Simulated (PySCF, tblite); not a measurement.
# C4H7NO2Si: geometry, infrared bands and NMR shifts

Aim: predict the infrared bands and NMR shifts of C4H7NO2Si (`[H]/N=C1/CO[SiH2]OC1=C`).

The runs use tblite 0.8.0 and PySCF 2.14.0, with density-fitted response routines of our own; the level of theory stands in each step. All values are computed, except where a source is named. Atoms count from 0, in the outputs and in this text.

## 1. The molecule as given

15 atoms, charge 0, multiplicity 1; geometry from: force field or distance geometry start.

Bonds of the start (Å): C0–C1 1.34, C1–O2 1.41, O2–Si3 1.75, Si3–O4 1.72, O4–C5 1.42, C5–C6 1.49, C6–N7 1.31, C6–C1 1.46, C0–H8 1.08, C0–H9 1.06, Si3–H10 1.48, Si3–H11 1.48, C5–H12 1.10, C5–H13 1.10, N7–H14 1.05.

## 2. Geometry optimisation with GFN2-xTB

Job settings and geometry (Å):

```
{"job": {"kind": "relax", "xc": "GFN2-xTB", "basis": "xTB"}, "charge": 0, "multiplicity": 1}
C      2.184500    -0.628500    -0.309700
C      0.883800    -0.456500    -0.062200
O      0.012900    -1.558500     0.015000
Si    -1.700100    -1.231300     0.138500
O     -1.857700     0.359800     0.761200
C     -1.105700     1.149100    -0.149600
C      0.324200     0.868600     0.173100
N      1.109900     1.786700     0.674500
H      2.539200    -1.637900    -0.468500
H      2.890200     0.162600    -0.365900
H     -2.385700    -2.172300     1.048800
H     -2.368900    -1.197100    -1.181700
H     -1.290200     0.779700    -1.166300
H     -1.352200     2.217500    -0.024600
H      2.111400     1.566200     0.895400
```

Started as:

```bash
$ OMP_NUM_THREADS=1 python probes_run.py task.json out
```

One launch serves the whole session: the jobs run in the order shown.

**Question.** This job is followed by: GFN2-xTB harmonic vibrations, gas phase; GIAO PBE0/pcSseg-1 NMR shielding, non-relativistic, gas phase. Predict these results of the whole session: strongest single infrared mode (GFN2-xTB); zero-point energy (GFN2-xTB); 13C shifts against TMS (PBE0/pcSseg-1); 1H shifts against TMS (PBE0/pcSseg-1, means over atoms taken as alike); 17O shifts against H2O (PBE0/pcSseg-1); 29Si shifts against TMS (PBE0/pcSseg-1); 15N shifts against NH3 (PBE0/pcSseg-1).

As calculated:

| quantity | value |
| --- | --- |
| strongest single infrared mode (GFN2-xTB) | 2334 cm⁻¹, 355 km/mol |
| zero-point energy (GFN2-xTB) | 66.2 kcal/mol |
| 13C shifts against TMS (PBE0/pcSseg-1) | 172.6, 159.8, 103.5, 71.9 ppm |
| 1H shifts against TMS (PBE0/pcSseg-1, means over atoms taken as alike) | 11.37, 5.23, 5.14, 5.05, 4.95 ppm |
| 17O shifts against H2O (PBE0/pcSseg-1) | 119.9, 28.4 ppm |
| 29Si shifts against TMS (PBE0/pcSseg-1) | -28.3 ppm |
| 15N shifts against NH3 (PBE0/pcSseg-1) | 344.5 ppm |

What this shows: Relaxing lowered the energy by 0.934 eV in 70 steps; the close pair that moved most is O2–Si3, from 1.748 to 1.639 Å. All 39 modes are real, so the xTB geometry is a minimum. The strongest single mode, at 2334 cm⁻¹, moves mainly H11. Unscaled tight-binding wavenumbers are off by several per cent, some by more. Its intensities can rank the bands wrongly. At PBE0/pcSseg-1: The widest tensor belongs to N7: span 637 ppm, with a paramagnetic part of -399 ppm.
